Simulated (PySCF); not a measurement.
# [HfO(H2O)3]2+: other functionals and bases at one geometry

The task here is to estimate one member of a computed series from the others.

Computed with PySCF 2.14.0. Level: several levels, as the steps say, no spin–orbit coupling.

4 further runs of the same task are left out: 2 for a known fault of the program, 2 that didn't finish.

## Starting geometry

11 atoms, charge 2, spin multiplicity 1.

Bond lengths: Hf1–O2 1.711 Å, Hf1–O3 2.175 Å, Hf1–O6 2.174 Å, Hf1–O9 2.175 Å, O3–H4 0.979 Å, O3–H5 0.976 Å, O6–H7 0.976 Å, O6–H8 0.979 Å, O9–H10 0.979 Å, O9–H11 0.976 Å. Angles: O2–Hf1–O3 94.3°, O2–Hf1–O6 94.3°, O2–Hf1–O9 94.5°, O3–Hf1–O6 119.2°, O3–Hf1–O9 119.9°, O6–Hf1–O9 119.2°, Hf1–O3–H4 118.9°, Hf1–O3–H5 134.5°, H4–O3–H5 106.7°, Hf1–O6–H7 134.5°, Hf1–O6–H8 118.8°, H7–O6–H8 106.7°, Hf1–O9–H10 119.1°, Hf1–O9–H11 134.2°, H10–O9–H11 106.7°.

Coordinates:

```xyz
11
H6HfO4
Hf   -0.06315   -0.08128   -0.07653
O     0.87494    0.97910    0.88374
O    -1.01489   -1.04572    1.62532
H    -0.77916   -0.75047    2.52832
H    -1.67315   -1.75974    1.72717
O     1.66095   -1.02788   -1.00319
H     1.77996   -1.74035   -1.66011
H     2.55714   -0.72957   -0.74621
O    -1.09434    1.51510   -1.13435
H    -0.88206    2.44582   -0.91672
H    -1.77267    1.53909   -1.83620
```

Formal oxidation states: Hf +4. An earlier session relaxed this geometry at PBE0, Hf def2-SVP with ECP60, O def2-SVP, H def2-SVP (singlet, point group C3v).

At PBE0 on the finer grid: E = -351.479505 Eh, HOMO -18.32 eV, LUMO -10.00 eV, Mulliken charge on Hf1 +1.30 e, largest force component 0.019 eV/Å. 

Levels to run: BP86; M06-L; CAM-B3LYP; r2SCAN; PBE0, TZVP; PBE0, x2c-SVP. Hardware: 2 threads of Intel Xeon Platinum 8259CL at 2.50GHz (Skylake/Cascade Lake), shared host.

The first run:

File run.py (the lines that set the calculation):

```python
mol = gto.M(atom='''
Hf    -0.06315    -0.08128    -0.07653
O      0.87494     0.97910     0.88374
O     -1.01489    -1.04572     1.62532
H     -0.77916    -0.75047     2.52832
H     -1.67315    -1.75974     1.72717
O      1.66095    -1.02788    -1.00319
H      1.77996    -1.74035    -1.66011
H      2.55714    -0.72957    -0.74621
O     -1.09434     1.51510    -1.13435
H     -0.88206     2.44582    -0.91672
H     -1.77267     1.53909    -1.83620''',
    basis={'Hf': 'def2-SVP', 'O': 'def2-SVP', 'H': 'def2-SVP'},
    ecp={'Hf': 'def2-SVP'},
    charge=2, spin=0)
mf = dft.RKS(mol, xc='B88,P86')
mf.grids.atom_grid = (75, 302)
mf = mf.density_fit()  # fitting sets: Hf def2-universal-JKFIT, O def2-universal-JKFIT, H def2-universal-JKFIT
mf.conv_tol = 1e-08; mf.max_cycle = 55
mf.kernel(dm0)  # dm0: the density of the relaxed state
```

Started as:

```console
> OMP_NUM_THREADS=2 python run.py
```

Among the steps run: BP86; M06-L; CAM-B3LYP; r2SCAN; PBE0, TZVP; PBE0, x2c-SVP.

One of the session's tables, all rows but one given; the rest of the session is left out.

```
              level  HOMO (eV)  gap (eV)  charge on Hf1 (e)  dipole (D)  largest force component (eV/Å)
PBE0 (relaxed here)     -18.32      8.32               1.30        5.67                            0.02
               BP86     -16.88      5.93               1.14        5.24                            0.78
              M06-L     -17.08      6.55               1.44        5.55                            0.44
          CAM-B3LYP          ?         ?                  ?           ?                               ?
             r2SCAN     -17.08      6.48               1.29        5.52                            0.39
         PBE0, TZVP     -18.28      8.05               1.61        5.69                            0.25
      PBE0, x2c-SVP     -18.65      8.25               1.29        5.68                            0.57
```

Estimate the missing values for CAM-B3LYP.

The run gave: HOMO (eV): -19.61; gap (eV): 10.31; charge on Hf1 (e): 1.26; dipole (D): 5.84; largest force component (eV/Å): 0.14. In the column «HOMO (eV)» it is the lowest.

The dipole of a charged species depends on the origin, so these sizes hold for this origin alone.

In one basis the HOMO–LUMO gap runs from 5.93 eV (BP86) to 10.31 eV (CAM-B3LYP). The largest leftover force, 0.78 eV/Å with BP86, stands at a geometry relaxed at another level. Total energies of different levels can't be compared.
